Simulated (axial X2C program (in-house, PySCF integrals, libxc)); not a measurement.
**A two-component session on BrTi: EOM-EA-CCSD levels**

Wanted for BrTi: EOM-EA-CCSD levels, at the two-component level.

Program: an in-house X2C program for linear molecules on PySCF integrals. Level of theory: two-component X2C with atomic mean-field terms, Br dyall-acv3z, Ti dyall-acv3z. These are calculated values, not measurements.

## (1) Input

task.json

```json
{"zs": [35, 22], "q": 0, "bas": ["dyall-acv3z", "dyall-acv3z"], "r0": 2.5, "eom": "ea", "thr": -2.0, "nmax": 92, "grid": [1, 0.96, 1.045, 0.92, 1.09, 1.15]}
```

Keys: zs atomic numbers; q charge; bas basis sets; r0 starting distance in Å; eom kind of EOM run; thr threshold in hartree for freezing inner shells (an s shell follows its p shell); nmax most natural virtual spinors; grid distances as factors.

Command:

```sh
$ python soeom.py task.json out
```

After this run come: EOM-EA-CCSD at 2.404 Å.

Q: Predict the outcome of this session. Wanted: next root led by one particle; T1 of the reference.

As calculated:

| quantity | value |
| --- | --- |
| lowest root at 2.404 Å | Ω = 1/2, 6.665 eV |
| next root led by one particle | Ω = 1/2, about 10200 cm⁻¹ higher |
| T1 of the reference | 0.024 |

What this shows: The added electron is bound by 6.67 eV in a spinor of 62% Ti sσ, 20% Ti pσ, 8% Br pσ. Errors of 0.1 to 0.3 eV are usual at this size, and roots led by higher excitations are left out, so the list is incomplete, and low states of that kind can be missing.
